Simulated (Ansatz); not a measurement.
# NbH2: properties of a relaxed candidate

This session takes a relaxed cell of NbH2 and sets out to see whether it has a gap, which orbitals make up the states near it and how charge is shared.

Computed with Ansatz 0.2.0 (DFT PBE, scalar-relativistic, plane waves, PAW, unless a step's input says otherwise).

### Step 1. The starting structure

It takes space group P4mm (No. 99, tetragonal). The conventional cell has a = 2.733 Å, b = 2.733 Å, c = 26.082 Å, α = 90.00°, β = 90.00°, γ = 90.00°. Around Nb (site symmetry 4mm) lie 4 H at 1.89 Å. Around H (site symmetry 2mm) lie 2 Nb at 1.89 Å.

As a file:

```cif
data_structure
_symmetry_space_group_name_H-M 'P 1'
_symmetry_Int_Tables_number 1
_cell_length_a 2.7332
_cell_length_b 2.7332
_cell_length_c 26.0815
_cell_angle_alpha 90.000
_cell_angle_beta 90.000
_cell_angle_gamma 90.000
_cell_volume 194.84
loop_
_atom_site_label
_atom_site_type_symbol
_atom_site_fract_x
_atom_site_fract_y
_atom_site_fract_z
_atom_site_occupancy
Nb1 Nb 0.50000 0.50000 0.33280 1
H1 H 0.00000 0.50000 0.28276 1
H2 H 0.50000 0.00000 0.28276 1
```

The cell was relaxed beforehand at this level, from an invented guess; it needn't be the stable form of this composition. At a tolerance of 0.05 Å it has layer group p4mm (No. 55); it has 2.49 Å²/atom, an uncorrected energy of +0.56 eV/atom over the elements.

Only a and b are periodic; c spans vacuum, so the box's volume, pressure and space group aren't properties of the sheet.

### Step 2. Static run: bands, density of states and charges

File input.yaml:

```yaml
crystal:
  lattice:
    - [2.7331806158, 0.0, 0.0]
    - [0.0, 2.7331806158, 0.0]
    - [0.0, 0.0, 26.08150016]
  atoms:
    - { symbol: Nb, position: [0.5, 0.5, 0.3328008888] }
    - { symbol: H, position: [0.0, 0.5, 0.2827613143] }
    - { symbol: H, position: [0.5, 0.0, 0.2827613143] }
  periodic: [true, true, false]
basis:
  ecutwfc: 420
kpoints:
  mp_grid: { grid: [16, 16, 1] }
  band_path:
    path: [[0.0, 0.0, 0.0], [0.0, 0.5, 0.0], [0.5, 0.5, 0.0], [0.0, 0.0, 0.0]]
    npoints: 14
hamiltonian:
  xc: pbe
scf:
  occupations: { method: gaussian, width: 0.1 }
  n_extra_bands: 7
output:
  forces: true
  stress: true
  eigenvalues: true
  populations: true
  dos: { projected: true, de: 0.02, nscf_kmesh: { grid: [20, 20, 1] } }
  bader: true
```

Run with:

```bash
$ ansatz run input.yaml --threads 1 --pin off --max-ram 2048MiB --backend cpu --events-out ev --progress --plain --runs-dir out
```

Standard output (excerpt; [...] marks lines left out):

```text
Warning: RAYON_NUM_THREADS=1 ignored (pool sized by the plan → 1); use --threads N
scf.n_extra_bands = 7 over 8 filled bands (N_el = 15.0): the run solves 15 bands
[...]
Pseudopotentials: kind: paw
Pseudopotential: Nb, paw, valence charge 13, recommended cutoff 420 eV (normal), Nb.paw.azcp
Pseudopotential: H, paw, valence charge 1, recommended cutoff 420 eV (normal), H.paw.azcp
Functional definition: PBE
[...]
Crystal: 3 atoms, lattice volume = 194.836 Å³
Basis set: ecut = 420 eV, 3891 PW (Γ), exchange–correlation on 40×40×360 points (8 copies of the dense FFT grid, shifted against one another)
Bands: 15, of which v1, the nominal top of the filled ones, is band 8 counted from 1 (7 counted from 0)
Symmetry: 8 space group operations
Space group: P4mm (ITA 99), of the structure as read, at distance tolerance 5.8e-5 Å
k-points: 45 of 256
[...]
SCF iter   1: F=—  HF=-4582.355711 eV  |F-HF|=—  |Δ(HF+E_count)|=         —  Δρ=5.25e-3  dr2=6.18e-2  ethr=1.77e-3  ⟨swp⟩=11.2  Hψ=6386  notcnv=0  defer=10
[...]
SCF iter   7: F=-4582.354825 eV  HF=-4582.354825 eV  |F-HF|=1.52e-8  |Δ(HF+E_count)|=   3.98e-6  Δρ=4.62e-6  dr2=4.23e-8  ethr=6.67e-10  ⟨swp⟩=22.1  Hψ=6234  notcnv=0
[...]
NSCF: frozen V_eff on 43 k-points
NSCF: frozen V_eff on 66 k-points
SCF converged after 7 iterations
Free energy (F): -4582.354825 eV
[...]
E sigma→0 (E₀):  -4582.353413 eV
Entropy (-TS):   -0.002825 eV (-0.942 meV/atom)
Fermi energy:    -5.141811 eV
[...]
--- Forces (eV/Å), atoms counted from 1 ---
  atom   1  Nb     0.00000000    -0.00000000     0.00340223
  atom   2  H      0.00000000     0.00000000    -0.00167598
  atom   3  H     -0.00000000     0.00000000    -0.00167598
[...]
--- 2D stress c σ (N/m, compression-positive) ---
        0.002644       0.000000       0.000000
        0.000000       0.002644       0.000000
        0.000000       0.000000       0.000000
  P = ½ c Tr σ = 0.0026 N/m
--- Band table (eV; the first three rows and the last of 45) ---
  k-point 0: bands = ["-60.0072", "-36.1674", "-35.3554", "-35.3554", "-12.5372", "-8.7150", "-7.8527", "-5.4179", "-2.3394", "-2.3394", "-0.5584 (-0.5626°)", "-0.3121 (-0.3247°)", "-0.2473 (-0.2473°)", "0.5619", "0.6375"]
[...]
  ° read free of the cell's end (the report's vacuum.weakly_bound_levels)
--- Löwdin populations: 3 sites ---
  site symbol       q [e]
     0     Nb     12.9157
     1      H      1.0000
     2      H      1.0000
  spilling = 0.005626 (of n_electrons = 15.000000)
--- Bader charges: 3 sites ---
  site symbol  charge [e]  shift [e]
     0     Nb      0.5725     0.0008
     1      H     -0.2862     0.0004
     2      H     -0.2862     0.0004
  estimated error of the sums over rays = 3.3e-4 e
```

Wall time 39 s (1 thread of Intel Xeon 6975P-C (Granite Rapids), shared host); peak memory 0.48 GiB.

Site by site:

```csv
atom,Löwdin electrons,Bader charge (e),Bader volume (Å³)
Nb1,12.92,+0.57,25.9
H2,1.00,-0.29,6.8
H3,1.00,-0.29,6.8
```

From bands.tsv, the levels nearest the Fermi level at the path's corners, in eV from the Fermi level:

```
point  band 5  band 6  band 7  band 8  band 9  band 10  band 11
    Γ   -7.39   -3.57   -2.71   -0.28    2.80     2.80     4.58
    X   -5.06   -4.13   -0.84    0.62    1.86     3.23     3.37
    M   -3.71   -3.71   -3.56    1.95    3.54     3.54     6.87
    Γ   -7.39   -3.57   -2.71   -0.28    2.80     2.80     4.58
```

Counts of states by energy window (eV from the Fermi level), total and by projection:

```
from  to  total  Nb 5s  Nb 4d  H 1s
  -8  -7   0.13   0.04   0.00  0.07
  -7  -6   0.44   0.10   0.04  0.25
  -6  -5   0.75   0.08   0.24  0.40
  -5  -4   0.65   0.02   0.32  0.29
  -4  -3   1.63   0.06   1.00  0.54
  -3  -2   0.93   0.05   0.67  0.18
  -2  -1   0.70   0.11   0.54  0.03
  -1   0   1.77   0.20   1.39  0.13
   0   1   1.04   0.08   0.83  0.09
   1   2   1.50   0.12   1.21  0.13
   2   3   1.97   0.09   1.49  0.29
   3   4   1.22   0.07   0.81  0.22
   4   5   0.76   0.06   0.31  0.11
```

The solved bands begin to run out at 5.8 eV, so nothing above is shown.

Below -8 eV lie 8 or so more states.

### Step 3. Variant: xc pbesol

File input.yaml:

```yaml
crystal:
  lattice:
    - [2.7331806158, 0.0, 0.0]
    - [0.0, 2.7331806158, 0.0]
    - [0.0, 0.0, 26.08150016]
  atoms:
    - { symbol: Nb, position: [0.5, 0.5, 0.3328008888] }
    - { symbol: H, position: [0.0, 0.5, 0.2827613143] }
    - { symbol: H, position: [0.5, 0.0, 0.2827613143] }
  periodic: [true, true, false]
basis:
  ecutwfc: 420
kpoints:
  mp_grid: { grid: [16, 16, 1] }
hamiltonian:
  xc: pbesol
scf:
  occupations: { method: gaussian, width: 0.1 }
output:
  forces: true
  eigenvalues: true
  stress: true
```

Run with:

```bash
$ ansatz run input.yaml --threads 1 --pin off --max-ram 2048MiB --backend cpu --events-out ev --progress --plain --runs-dir out
```

Standard output (excerpt; [...] marks lines left out):

```text
Warning: RAYON_NUM_THREADS=1 ignored (pool sized by the plan → 1); use --threads N
[...]
[... 3 set-up lines as earlier in the session ...]
Functional definition: PBEsol
[...]
Crystal: 3 atoms, lattice volume = 194.836 Å³
Basis set: ecut = 420 eV, 3891 PW (Γ), exchange–correlation on 40×40×360 points (8 copies of the dense FFT grid, shifted against one another)
Bands: 12, of which v1, the nominal top of the filled ones, is band 8 counted from 1 (7 counted from 0)
[... 2 set-up lines as earlier in the session ...]
k-points: 45 of 256
[...]
SCF iter   1: F=—  HF=-4525.097032 eV  |F-HF|=—  |Δ(HF+E_count)|=         —  Δρ=6.56e-3  dr2=1.15e-1  ethr=1.77e-3  ⟨swp⟩=11.4  Hψ=5255  notcnv=0
[...]
SCF iter   8: F=-4525.085356 eV  HF=-4525.085356 eV  |F-HF|=1.09e-8  |Δ(HF+E_count)|=   5.33e-8  Δρ=1.22e-6  dr2=2.93e-9  ethr=6.67e-10  ⟨swp⟩=7.5  Hψ=2342  notcnv=0
[...]
SCF converged after 8 iterations
Free energy (F): -4525.085356 eV
[...]
E sigma→0 (E₀):  -4525.083934 eV
Entropy (-TS):   -0.002845 eV (-0.948 meV/atom)
Fermi energy:    -5.198686 eV
[...]
--- Forces (eV/Å), atoms counted from 1 ---
  atom   1  Nb    -0.00000000     0.00000000    -0.04612130
  atom   2  H      0.00000000    -0.00000000     0.02307905
  atom   3  H      0.00000000    -0.00000000     0.02307905
[...]
--- 2D stress c σ (N/m, compression-positive) ---
       -1.806640       0.000000       0.000000
        0.000000      -1.806640       0.000000
        0.000000       0.000000       0.000000
  P = ½ c Tr σ = -1.8066 N/m
--- Band table (eV; the first three rows and the last of 45) ---
  k-point 0: bands = ["-59.9518", "-36.1447", "-35.3216", "-35.3216", "-12.6012", "-8.7470", "-7.9194", "-5.4619", "-2.4006", "-2.4006", "-0.5102", "-0.2758"]
[...]
```

Run time: 6.5 s. Hardware: 1 thread of Intel Xeon 6975P-C (Granite Rapids), shared host; peak memory 0.44 GiB.

| run | ending | energy change | gap (eV) | force (eV/Å) | cycles | time |
| --- | --- | --- | --- | --- | --- | --- |
| step 2 | converged | - | 0.00 | 0.00 | 7 | 39 s (other work) |
| variant | converged | not comparable | 0.00 | 0.05 | 8 | 6.5 s |

A change of functional puts the total energy on another scale; the largest force goes from 0.00 to 0.05 eV/Å.

### Step 4. Outcome

| quantity | value |
| --- | --- |
| gap | none (metal) |
| states at the Fermi level | 1.06 per eV per cell |
| Bader charges | Nb +0.57, H -0.29 e |

What this shows: There is no gap at this level. Of the projected weight within 0.25 eV of the Fermi level, the largest part is Nb 4d (81 %). Charge transfer between the atoms is moderate (Bader charges up to 0.6 e).
